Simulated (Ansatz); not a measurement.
# EuZn2P2: the cost of one run

All numbers are computed with Ansatz 0.2.0 through its Python package. Level of theory: DFT PBEsol+D3(BJ) with three-body term, plane waves, PAW.

## (1) The system

The structure is trigonal, space group P-3m1 (No. 164). The conventional cell has a = 4.064 Å, b = 4.064 Å, c = 6.911 Å, α = 90.00°, β = 90.00°, γ = 120.00°. Eu (site symmetry -3m) has 6 P at 3.00 Å as nearest neighbours. Zn (site symmetry 3m) is surrounded by 4 P at 2.44 to 2.51 Å. P (site symmetry 3m) has 4 Zn at 2.44 to 2.51 Å and 3 Eu at 3.00 Å as nearest neighbours.

No structure file is read: the coordinates are typed or built in the script.

## (2) The script

File euzn2p2.py:

```python
'''Ferro, antiferro and non-magnetic states of EuZn2P2.'''

import ansatz as az
import numpy as np


def count_gap(report):
    # lowest empty less highest filled band, counting bands; zero where they overlap
    return max(report.get('gap_by_band_count_ev') or 0.0, 0.0)

CELL = [
    (4.06418812, 0.0, 0.0),
    (-4.06418812, 7.03938031, 0.0),
    (0.0, 0.0, 6.91072704),
]
ATOMS = [
    ('Eu', (0.0, 0.0, 0.0)),
    ('Zn', (2 / 3, 1 / 6, 0.36594143)),
    ('Zn', (1 / 3, 1 / 3, 0.63405857)),
    ('P', (2 / 3, 1 / 6, 0.72976618)),
    ('P', (1 / 3, 1 / 3, 0.27023382)),
    ('Eu', (0.0, 0.5, 0.0)),
    ('Zn', (2 / 3, 2 / 3, 0.36594143)),
    ('Zn', (1 / 3, 5 / 6, 0.63405857)),
    ('P', (2 / 3, 2 / 3, 0.72976618)),
    ('P', (1 / 3, 5 / 6, 0.27023382)),
]


def ordered(moments):
    crystal = az.Crystal(lattice=az.Lattice.of(CELL))
    for (symbol, position), moment in zip(ATOMS, moments):
        crystal = crystal.atom(symbol, position, moment=moment or None)
    return crystal

# starting moments in muB, one an atom
orders = {
    'FM': [5.6, 0, 0, 0, 0, 5.6, 0, 0, 0, 0],
    'AFM': [5.6, 0, 0, 0, 0, -5.6, 0, 0, 0, 0],
}

rows = []
for label, moments in orders.items():
    calculation = (
        ordered(moments).calculation()
        .functional('PBEsol', dispersion='d3bjatm')
        .basis(260)
        .kpoints(density=4.1)
        .occupations('cold')
        .scf(max_iterations=200)
        .spin('collinear')
        .band_table()
    )
    rep = calculation.run(threads=1, pin='off').report
    rows.append((label, rep['free_energy_ev'], rep['magnetization_mub'], rep['absolute_magnetization_mub'], max(abs(m) for m in rep['site_moments_mub']), count_gap(rep)))
    print(label, 'site moments:', [round(m, 2) for m in rep['site_moments_mub']])

# the same cell with no spin polarisation
plain = ordered([0] * len(ATOMS)).calculation()
plain = plain.functional('PBEsol', dispersion='d3bjatm')
plain = plain.basis(260)
plain = plain.kpoints(density=4.1)
plain = plain.occupations('cold').scf(max_iterations=200)
plain = plain.band_table()
rep = plain.run(threads=1, pin='off').report
rows.append(('NM', rep['free_energy_ev'], 0.0, 0.0, 0.0, count_gap(rep)))

lowest = min(row[1] for row in rows)
rows = [(row[0], 1000 * (row[1] - lowest) / 2, *row[2:]) for row in sorted(rows, key=lambda row: row[1])]
print('         order  meV/magnetic atom         net muB    absolute muB  largest site muB  gap by band count eV')
for row in rows:
    print(f'{str(row[0]):>14s}  {row[1]:17.2f}  {row[2]:14.3f}  {row[3]:14.3f}  {row[4]:16.3f}  {row[5]:20.3f}')
print('lowest of these starts:', rows[0][0])
```

## (3) The input behind the calls

The engine receives this input (first run):

```yaml
crystal:
  lattice:
    - [4.06418812, 0.0, 0.0]
    - [-4.06418812, 7.03938031, 0.0]
    - [0.0, 0.0, 6.91072704]
  atoms:
    - { symbol: Eu, position: [0.0, 0.0, 0.0], spin: 5.6 }
    - { symbol: Zn, position: [0.6666666666666666, 0.16666666666666666, 0.36594143] }
    - { symbol: Zn, position: [0.3333333333333333, 0.3333333333333333, 0.63405857] }
    - { symbol: P, position: [0.6666666666666666, 0.16666666666666666, 0.72976618] }
    - { symbol: P, position: [0.3333333333333333, 0.3333333333333333, 0.27023382] }
    - { symbol: Eu, position: [0.0, 0.5, 0.0], spin: 5.6 }
    - { symbol: Zn, position: [0.6666666666666666, 0.6666666666666666, 0.36594143] }
    - { symbol: Zn, position: [0.3333333333333333, 0.8333333333333334, 0.63405857] }
    - { symbol: P, position: [0.6666666666666666, 0.6666666666666666, 0.72976618] }
    - { symbol: P, position: [0.3333333333333333, 0.8333333333333334, 0.27023382] }
basis:
  ecutwfc: 260.0
kpoints:
  mp_grid:
    kspacing: 0.24390243902439027
hamiltonian:
  xc: pbesol
  dispersion: d3bjatm
magnetization:
  spin_polarized: true
scf:
  max_iter: 200
  occupations:
    method: cold
output:
  eigenvalues: true
```

## (4) The run

Started as:

```sh
> python euzn2p2.py
```

**Question.** How long does this script take on 1 thread of Arm Neoverse V1, shared host, and how much memory does it need?

About 6.6 min, with a peak of 0.83 GiB.
